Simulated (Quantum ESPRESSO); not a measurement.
# MoS2 in Quantum ESPRESSO: work function with LDA

Aim: the work function of MoS2 with LDA.

Program: Quantum ESPRESSO 7.5. These are calculated values, not measurements. Logs are shortened: lines on timing, memory, paths and dates and some standing lists are left out, and cuts for length are marked.

### Step 1. Starting point

The cell holds a slab with vacuum, 12 atoms: a = 6.326 Å, b = 6.326 Å, c = 21.610 Å, α = 90.00°, β = 90.00°, γ = 120.00°.

### Step 2. Work function, LDA, slab alone

The input, pw.in:

```
&CONTROL
  calculation = 'scf'
  prefix = 'pwscf'
  outdir = './tmp'
  pseudo_dir = './pseudo'
  tprnfor = .true.
  disk_io = 'low'
  tefield = .true.
  dipfield = .true.
/
&SYSTEM
  ibrav = 0
  celldm(1) = 8
  nat = 12
  ntyp = 2
  ecutwfc = 40
  ecutrho = 200
  nbnd = 67
  occupations = 'smearing'
  smearing = 'mv'
  degauss = 0.00999582
  edir = 3
  emaxpos = 0.9165
  eopreg = 0.0463
  eamp = 0
/
&ELECTRONS
  conv_thr = 1.2d-08
  electron_maxstep = 150
  mixing_beta = 0.3
  mixing_mode = 'local-TF'
  tqr = .true.
/
ATOMIC_SPECIES
S     32.0600 s_lda_v1.4.uspp.F.UPF
Mo    95.9500 mo_lda_v1.uspp.F.UPF
CELL_PARAMETERS alat
  1.4943012701513  -0.0000000000000   0.0000000000000
 -0.7471506351111   1.2941028608714   0.0000000000000
  0.0000000000000   0.0000000000000   5.1045502621241
ATOMIC_POSITIONS crystal
S      0.6666666800    0.3333332800    0.3702042300
S      0.6666665800    0.8333332800    0.3702042300
S      0.1666666400    0.3333332800    0.3702042300
S      0.1666667000    0.8333332800    0.3702042300
Mo     0.3333333100    0.1666667300    0.4397125300
Mo     0.3333333700    0.6666667300    0.4397125300
Mo     0.8333333500    0.1666667300    0.4397125300
Mo     0.8333334100    0.6666667300    0.4397125300
S      0.6666666800    0.3333332800    0.5091924600
S      0.6666665800    0.8333332800    0.5091924600
S      0.1666666400    0.3333332800    0.5091924600
S      0.1666667000    0.8333332800    0.5091924600
K_POINTS automatic
3 3 1 0 0 0
```

The input, pp_density.in:

```
&INPUTPP
  prefix = 'pwscf'
  outdir = './tmp'
  filplot = 'density.dat'
  plot_num = 0
/
&PLOT
  nfile = 1
  filepp(1) = 'density.dat'
  iflag = 3
  output_format = 6
  fileout = 'density.cube'
/
```

The input, pp_potential.in:

```
&INPUTPP
  prefix = 'pwscf'
  outdir = './tmp'
  filplot = 'potential.dat'
  plot_num = 11
/
&PLOT
  nfile = 1
  filepp(1) = 'potential.dat'
  iflag = 3
  output_format = 6
  fileout = 'potential.cube'
/
```

Potentials or basis: GBRV 1.5 LDA.

On the command line:

```bash
$ OMP_NUM_THREADS=1 mpirun -n 4 pw.x -in pw.in > pw.out
$ OMP_NUM_THREADS=1 mpirun -n 1 pp.x -in pp_density.in > pp_density.out
$ OMP_NUM_THREADS=1 mpirun -n 1 pp.x -in pp_potential.in > pp_potential.out
```

pw.out:

```text
This program is part of the open-source Quantum ESPRESSO suite
     for quantum simulation of materials; please cite
         "P. Giannozzi et al., J. Phys.:Condens. Matter 21 395502 (2009);
         "P. Giannozzi et al., J. Phys.:Condens. Matter 29 465901 (2017);
         "P. Giannozzi et al., J. Chem. Phys. 152 154105 (2020);
     in publications or presentations arising from this work. More details at

     Presently no symmetry can be used with electric field

     Found identity + ( -0.0000  0.5000  0.0000) symmetry
     This is a supercell, fractional translations are disabled

     Subspace diagonalization in iterative solution of the eigenvalue problem:
     a serial algorithm will be used

     --------------------
     sticks:   dense  smooth     PW     G-vecs:    dense   smooth      PW
     Min         488     393    108                60299    43157    6328
     Max         490     394    109                60308    43164    6343
     Sum        1957    1573    433               241215   172641   25335

     Using Slab Decomposition

     bravais-lattice index     =            0
     lattice parameter (alat)  =       8.0000  a.u.
     unit-cell volume          =    5053.9903 (a.u.)^3
     number of atoms/cell      =           12
     number of atomic types    =            2
     number of electrons       =       104.00
     number of Kohn-Sham states=           67
     kinetic-energy cutoff     =      40.0000  Ry
     charge density cutoff     =     200.0000  Ry
     scf convergence threshold =      1.2E-08
     mixing beta               =       0.3000
     number of iterations used =            8  local-TF  mixing
     Exchange-correlation= SLA  PZ   NOGX NOGC
                           (   1   1   0   0   0   0   0)

     celldm(1)=   8.000000  celldm(2)=   0.000000  celldm(3)=   0.000000
     celldm(4)=   0.000000  celldm(5)=   0.000000  celldm(6)=   0.000000

     crystal axes: (cart. coord. in units of alat)
               a(1) = (   1.494301  -0.000000   0.000000 )
               a(2) = (  -0.747151   1.294103   0.000000 )
               a(3) = (   0.000000   0.000000   5.104550 )

     reciprocal axes: (cart. coord. in units 2 pi/alat)
               b(1) = (  0.669209  0.386368 -0.000000 )
               b(2) = (  0.000000  0.772736 -0.000000 )
               b(3) = ( -0.000000 -0.000000  0.195904 )

     PseudoPot. # 1 for S  read from file:
     s_lda_v1.4.uspp.F.UPF
     Pseudo is Ultrasoft + core correction, Zval =  6.0
     Generated by new atomic code, or converted to UPF format
     Using radial grid of  907 points,  6 beta functions with:
                l(1) =   0
                l(2) =   0
                l(3) =   1
                l(4) =   1
                l(5) =   2
                l(6) =   2
     Q(r) pseudized with  8 coefficients,  rinner =    1.300   1.300   1.300
                                                       1.300   1.300

     PseudoPot. # 2 for Mo read from file:
     mo_lda_v1.uspp.F.UPF
     Pseudo is Ultrasoft + core correction, Zval = 14.0
     Generated by new atomic code, or converted to UPF format
     Using radial grid of  889 points,  6 beta functions with:
                l(1) =   0
                l(2) =   0
                l(3) =   1
                l(4) =   1
                l(5) =   2
                l(6) =   2
     Q(r) pseudized with  6 coefficients,  rinner =    1.000   1.000   1.000
                                                       1.000   1.000

     atomic species   valence    mass     pseudopotential
     S                 6.00    32.06000     S ( 1.00)
     Mo               14.00    95.95000     Mo( 1.00)

     No symmetry found

   Cartesian axes

     site n.     atom                  positions (alat units)
         1        S      tau(   1) = (   0.7471507   0.4313676   1.8897261  )
         2        S      tau(   2) = (   0.3735752   1.0784190   1.8897261  )
         3        S      tau(   3) = (  -0.0000000   0.4313676   1.8897261  )
         4        S      tau(   4) = (  -0.3735752   1.0784190   1.8897261  )
         5        Mo     tau(   5) = (   0.3735752   0.2156839   2.2445347  )
         6        Mo     tau(   6) = (   0.0000000   0.8627353   2.2445347  )
         7        Mo     tau(   7) = (   1.1207259   0.2156839   2.2445347  )
         8        Mo     tau(   8) = (   0.7471507   0.8627353   2.2445347  )
         9        S      tau(   9) = (   0.7471507   0.4313676   2.5991985  )
        10        S      tau(  10) = (   0.3735752   1.0784190   2.5991985  )
        11        S      tau(  11) = (  -0.0000000   0.4313676   2.5991985  )
        12        S      tau(  12) = (  -0.3735752   1.0784190   2.5991985  )

     number of k points=     5  Marzari-Vanderbilt smearing, width (Ry)=  0.0100
                       cart. coord. in units 2pi/alat
        k(    1) = (   0.0000000   0.0000000   0.0000000), wk =   0.2222222
        k(    2) = (   0.0000000   0.2575787   0.0000000), wk =   0.4444444
        k(    3) = (   0.2230697   0.1287894   0.0000000), wk =   0.4444444
        k(    4) = (   0.2230697   0.3863681   0.0000000), wk =   0.4444444
        k(    5) = (   0.2230697  -0.1287894   0.0000000), wk =   0.4444444

     Dense  grid:   241215 G-vectors     FFT dimensions: (  54,  54, 192)

     Smooth grid:   172641 G-vectors     FFT dimensions: (  50,  50, 180)
     Real space treatment of Q(r)

     Initializing real-space augmentation for DENSE grid
     Message from routine real_space_q:
     integrated real space q too different from target q
     Largest difference:   0.001186 for atom type # 1

     Initial potential from superposition of free atoms

     starting charge     103.9963, renormalised to     104.0000

     negative rho (up, down):  1.262E-02 0.000E+00

     Adding external electric field

     Computed dipole along edir(3) :
        Dipole                0.0000 Ry au,          0.0000 Debye
        Dipole field          0.0000 Ry au,

        Potential amp.       -0.0000 Ry
        Total length         38.9457 bohr

     Starting wfcs are   84 randomized atomic wfcs

     Self-consistent Calculation

     iteration #  1     ecut=    40.00 Ry     beta= 0.30
     Davidson diagonalization with overlap
     ethr =  1.00E-02,  avg # of iterations =  2.2

     Threshold (ethr) on eigenvalues was too large:
     Diagonalizing with lowered threshold

     Davidson diagonalization with overlap
     ethr =  3.15E-04,  avg # of iterations =  4.0

     negative rho (up, down):  8.289E-03 0.000E+00

     Adding external electric field

     Computed dipole along edir(3) :
        Dipole               -0.0001 Ry au,         -0.0002 Debye
        Dipole field         -0.0000 Ry au,

        Potential amp.        0.0000 Ry
        Total length         38.9457 bohr

     total energy              =    -751.64040832 Ry
     estimated scf accuracy    <       0.47548784 Ry

     iteration #  2     ecut=    40.00 Ry     beta= 0.30
     Davidson diagonalization with overlap
     ethr =  4.57E-04,  avg # of iterations =  1.0
[... 303 lines left out ...]
     iteration # 19     ecut=    40.00 Ry     beta= 0.30
     Davidson diagonalization with overlap
     ethr =  2.20E-11,  avg # of iterations =  3.6

     negative rho (up, down):  1.348E-02 0.000E+00

     Adding external electric field

     Computed dipole along edir(3) :
        Dipole                0.0002 Ry au,          0.0004 Debye
        Dipole field          0.0000 Ry au,

        Potential amp.       -0.0000 Ry
        Total length         38.9457 bohr

     End of self-consistent calculation

          k = 0.0000 0.0000 0.0000 ( 21443 PWs)   bands (ev):

   -62.2404 -62.1978 -62.1978 -62.1978 -36.6660 -36.6660 -36.6660 -36.4760
   -36.3894 -36.3894 -36.3894 -36.3429 -36.3429 -36.3429 -36.2467 -36.2467
   -15.8598 -14.2917 -13.9069 -13.9069 -13.9069 -13.6482 -13.6482 -13.6482
    -7.5569  -7.5569  -7.5569  -7.4121  -6.4443  -6.4443  -6.4443  -5.7947
    -5.7947  -5.7947  -5.0020  -5.0020  -5.0020  -4.5301  -4.5301  -3.3047
    -3.3047  -3.2709  -3.2709  -3.2709  -3.2047  -2.6574  -2.6574  -2.6574
    -2.1955  -2.1955  -2.1955  -1.3829   0.6828   0.6828   0.6828   1.2631
     1.2631   1.2631   1.2789   1.2789   1.7116   1.7116   2.4509   2.4509
     2.4509   3.0881   3.0881

          k = 0.0000 0.2576 0.0000 ( 21597 PWs)   bands (ev):

   -62.2298 -62.2085 -62.1978 -62.1978 -36.6141 -36.6141 -36.5637 -36.4545
   -36.4112 -36.3972 -36.3972 -36.3894 -36.3894 -36.3542 -36.3190 -36.2710
   -15.4438 -14.4875 -14.1503 -13.9247 -13.9247 -13.8316 -13.6246 -13.6246
    -7.1140  -7.1140  -7.1129  -7.0176  -6.6880  -6.6880  -5.8730  -5.5711
    -5.5147  -5.5147  -5.2292  -4.8624  -4.8624  -4.6782  -4.6192  -4.0904
    -4.0202  -4.0202  -3.8656  -3.1416  -3.1143  -3.1143  -3.0216  -2.5625
    -2.5377  -2.1729  -2.1729  -1.7305   0.7098   0.7098   0.7395   0.9413
     0.9531   1.0876   1.2700   1.3017   1.3017   1.9487   1.9727   1.9727
     1.9748   2.8178   3.1364

          k = 0.2231 0.1288 0.0000 ( 21597 PWs)   bands (ev):

   -62.2298 -62.2085 -62.1978 -62.1978 -36.6141 -36.6141 -36.5637 -36.4545
   -36.4112 -36.3972 -36.3972 -36.3894 -36.3894 -36.3542 -36.3190 -36.2710
   -15.4438 -14.4875 -14.1503 -13.9247 -13.9247 -13.8316 -13.6246 -13.6246
    -7.1140  -7.1140  -7.1129  -7.0176  -6.6880  -6.6880  -5.8730  -5.5711
    -5.5147  -5.5147  -5.2292  -4.8624  -4.8624  -4.6782  -4.6192  -4.0904
    -4.0202  -4.0202  -3.8656  -3.1416  -3.1143  -3.1143  -3.0216  -2.5625
    -2.5377  -2.1729  -2.1729  -1.7305   0.7098   0.7098   0.7395   0.9413
     0.9531   1.0876   1.2700   1.3017   1.3017   1.9487   1.9727   1.9727
     1.9748   2.8178   3.1364

          k = 0.2231 0.3864 0.0000 ( 21612 PWs)   bands (ev):

   -62.2139 -62.2138 -62.2138 -62.1925 -36.5663 -36.5104 -36.4923 -36.4923
   -36.4923 -36.4220 -36.4220 -36.4220 -36.3786 -36.3274 -36.3274 -36.3274
   -14.7489 -14.7489 -14.7489 -13.9119 -13.9119 -13.9119 -13.6262 -13.4896
    -7.2762  -6.8170  -6.8170  -6.8170  -6.3090  -5.8232  -5.5223  -5.5223
    -5.5222  -5.4524  -5.4524  -5.4524  -5.2042  -4.8894  -4.8894  -4.8894
    -4.4325  -3.7317  -3.7317  -3.7317  -3.5607  -2.4568  -2.4568  -2.4568
    -2.3853  -2.3853  -2.3853  -1.6614  -0.0329   0.5372   0.5372   0.5372
     1.0460   1.0461   1.0461   1.1836   1.1836   1.1836   1.7196   2.2322
     2.9025   2.9025   2.9025

          k = 0.2231-0.1288 0.0000 ( 21597 PWs)   bands (ev):

   -62.2298 -62.2085 -62.1978 -62.1978 -36.6141 -36.6141 -36.5637 -36.4545
   -36.4112 -36.3972 -36.3972 -36.3894 -36.3894 -36.3542 -36.3190 -36.2710
   -15.4438 -14.4875 -14.1503 -13.9247 -13.9247 -13.8316 -13.6246 -13.6246
    -7.1140  -7.1140  -7.1129  -7.0176  -6.6880  -6.6880  -5.8730  -5.5711
    -5.5147  -5.5147  -5.2292  -4.8624  -4.8624  -4.6782  -4.6192  -4.0904
    -4.0202  -4.0202  -3.8656  -3.1416  -3.1143  -3.1143  -3.0216  -2.5625
    -2.5377  -2.1729  -2.1729  -1.7305   0.7098   0.7098   0.7395   0.9413
     0.9531   1.0876   1.2700   1.3017   1.3017   1.9487   1.9727   1.9727
     1.9748   2.8178   3.1364

     the Fermi energy is    -0.6906 ev

!    total energy              =    -751.54140751 Ry
     estimated scf accuracy    <          6.5E-09 Ry
     smearing contrib. (-TS)   =       0.00000000 Ry
     internal energy E=F+TS    =    -751.54140751 Ry

     The total energy is F=E-TS. E is the sum of the following terms:
     one-electron contribution =   -5123.37065049 Ry
     hartree contribution      =    2561.10928254 Ry
     xc contribution           =    -144.73983338 Ry
     ewald contribution        =    1955.45979380 Ry
     electric field correction =       0.00000000 Ry

     convergence has been achieved in  19 iterations

     negative rho (up, down):  1.348E-02 0.000E+00

     Forces acting on atoms (cartesian axes, Ry/au):

     atom    1 type  1   force =    -0.00000014    0.00000053   -0.02938281
     atom    2 type  1   force =     0.00000030    0.00000023   -0.02938301
     atom    3 type  1   force =     0.00000013    0.00000047   -0.02938290
     atom    4 type  1   force =    -0.00000038    0.00000032   -0.02938324
     atom    5 type  2   force =     0.00000090   -0.00000033   -0.00048078
     atom    6 type  2   force =    -0.00000044   -0.00000064   -0.00048170
     atom    7 type  2   force =    -0.00000015   -0.00000069   -0.00048145
     atom    8 type  2   force =    -0.00000014   -0.00000083   -0.00048085
     atom    9 type  1   force =    -0.00000027    0.00000023    0.02986427
     atom   10 type  1   force =     0.00000045    0.00000015    0.02986396
     atom   11 type  1   force =     0.00000009    0.00000009    0.02986401
     atom   12 type  1   force =    -0.00000036    0.00000048    0.02986450

     Total force =     0.083796     Total SCF correction =     0.000257

=------------------------------------------------------------------------------=
   JOB DONE.
=------------------------------------------------------------------------------=
```

Run time: 1.9 min. Hardware: 4 MPI ranks of Arm Neoverse V1, shared host; peak memory 0.76 GiB.

What came out:

| Item | Value |
| --- | --- |
| Free energy | -10225.2418 eV |
| Largest force | 0.768 eV/Å |
| Band gap on the k mesh | 1.35 eV |
| Dipole across the slab | 0.00 D |
| Ionisation potential of the upper face | 6.04 eV |
| Electron affinity of the upper face | 4.69 eV |

Forces in eV/Å, atoms in the order of the input:
```
S    0.000  0.000 -0.755
S    0.000  0.000 -0.755
S    0.000  0.000 -0.755
S    0.000  0.000 -0.755
Mo   0.000  0.000 -0.012
Mo   0.000  0.000 -0.012
Mo   0.000  0.000 -0.012
Mo   0.000  0.000 -0.012
S    0.000  0.000  0.768
S    0.000  0.000  0.768
S    0.000  0.000  0.768
S    0.000  0.000  0.768
```

Caveat: real space augmentation costs some meV and hundredths of eV per Å; ionisation potential and electron affinity come from Kohn-Sham levels, which understate the gap; this smearing can shift energies of a crystal with a gap.
